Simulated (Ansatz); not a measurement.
# CHIOSi (SMILES O=C=[SiH]I): single points off equilibrium

Aim: energy, forces and dipole at a structure displaced at random from a GFN2-xTB minimum, from CCSD(T) and from density functionals.

The runs use Ansatz 0.2.0, Gaussian basis; single points in def2-TZVPP.

Correlated methods freeze the cores. Filled d shells of the heavier atoms are correlated. Core potentials replace the inner electrons past krypton, and spin-orbit coupling is left out.

## 1. Starting geometry

SMILES `O=C=[SiH]I`, 5 atoms, charge 0, spin multiplicity 1.

Atoms are counted from 1 here; the program's logs count them from 0.

Bond lengths: O1–C2 1.205 Å, C2–Si3 1.826 Å, Si3–I4 2.493 Å, Si3–H5 1.506 Å. Angles: O1–C2–Si3 143.8°, C2–Si3–I4 103.2°, C2–Si3–H5 105.7°, I4–Si3–H5 104.5°.

Geometry (Å):

```
O    -0.27540   -1.69540    1.53130
C    -0.01930   -0.97490    0.60000
Si    0.24060    0.76450    0.11070
I    -1.49750    1.13070   -1.63900
H     1.54340    0.78560   -0.64360
```

## 2. CCSD(T)/def2-TZVPP

File run/in.yaml:

```yaml
crystal:
  periodic: [false, false, false]
  atoms:
    - {symbol: O, position_ang: [-0.275400, -1.695400, 1.531300]}
    - {symbol: C, position_ang: [-0.019300, -0.974900, 0.600000]}
    - {symbol: Si, position_ang: [0.240600, 0.764500, 0.110700]}
    - {symbol: I, position_ang: [-1.497500, 1.130700, -1.639000]}
    - {symbol: H, position_ang: [1.543400, 0.785600, -0.643600]}
basis:
  gaussian: {orbitals: def2-TZVPP}
correlation: {method: ccsd_t}
output: {forces: true}
```

The command line of these runs was not kept.

## 3. PBE0-D4/def2-TZVPP

run/in.yaml: that of step 2 with these lines changed.

```diff
@@ -10,3 +10,3 @@
   gaussian: {orbitals: def2-TZVPP}
-correlation: {method: ccsd_t}
-output: {forces: true}
+hamiltonian: {xc: pbe0, dispersion: d4}
+output: {forces: true, orbitals: {seedname: orbitals}}
```

## 4. wB97M-V/def2-TZVPP

run/in.yaml: that of step 3 with these lines changed.

```diff
@@ -10,3 +10,3 @@
   gaussian: {orbitals: def2-TZVPP}
-hamiltonian: {xc: pbe0, dispersion: d4}
-output: {forces: true, orbitals: {seedname: orbitals}}
+hamiltonian: {xc: {name: wB97M-V}}
+output: {forces: true}
```

## 5. r2SCAN-D4/def2-TZVPP

run/in.yaml: that of step 4 with these lines changed.

```diff
@@ -10,3 +10,3 @@
   gaussian: {orbitals: def2-TZVPP}
-hamiltonian: {xc: {name: wB97M-V}}
+hamiltonian: {xc: r2scan, dispersion: d4}
 output: {forces: true}
```

## 6. PBE-D4/def2-TZVPP

run/in.yaml: that of step 5 with these lines changed.

```diff
@@ -10,3 +10,3 @@
   gaussian: {orbitals: def2-TZVPP}
-hamiltonian: {xc: r2scan, dispersion: d4}
+hamiltonian: {xc: pbe, dispersion: d4}
 output: {forces: true}
```

## 7. r2SCANh-D4/def2-TZVPP

run/in.yaml: that of step 6 with these lines changed.

```diff
@@ -10,3 +10,3 @@
   gaussian: {orbitals: def2-TZVPP}
-hamiltonian: {xc: pbe, dispersion: d4}
+hamiltonian: {xc: {name: r2SCANh}, dispersion: d4}
 output: {forces: true}
```

## 8. revPBE-D4/def2-TZVPP

run/in.yaml: that of step 7 with these lines changed.

```diff
@@ -10,3 +10,3 @@
   gaussian: {orbitals: def2-TZVPP}
-hamiltonian: {xc: {name: r2SCANh}, dispersion: d4}
+hamiltonian: {xc: {name: revPBE}, dispersion: d4}
 output: {forces: true}
```

(Steps that only read results are left out.)

What does the calculation give? Wanted: energy less free atoms, CCSD(T)/def2-TZVPP; RMS force component; RMS force error; HOMO and LUMO, PBE0-D4; T1 diagnostic.

**Answer**, as computed:

```
                                  quantity                                                                                                value
energy less free atoms, CCSD(T)/def2-TZVPP                                                                                       -1672.8 kJ/mol
                       RMS force component                                                                 1.466 to 2.367 eV/Å over the methods
                           RMS force error  PBE0-D4 0.431, wB97M-V 0.570, r2SCAN-D4 0.171, PBE-D4 0.317, r2SCANh-D4 0.334, revPBE-D4 0.381 eV/Å
                    HOMO and LUMO, PBE0-D4                                                                                   -6.66 and -3.04 eV
                             T1 diagnostic                                                                                                0.017
```

What this shows: Against CCSD(T) the functionals' energies less atoms differ by -170.6 to -51.3 kJ/mol, PBE-D4 by -170.6 kJ/mol. CCSD(T) in triple zeta still lacks some correlation energy of the bonds, so part of these gaps is its own basis error and they don't rank the functionals. The forces of r2SCAN-D4 come nearest to CCSD(T), those of wB97M-V are farthest. Frozen-core CCSD(T) forces in triple zeta carry basis errors of their own, and this is one geometry, so small gaps rank nothing. The restricted Hartree–Fock reference is unstable towards an unrestricted one at one or more of these structures.
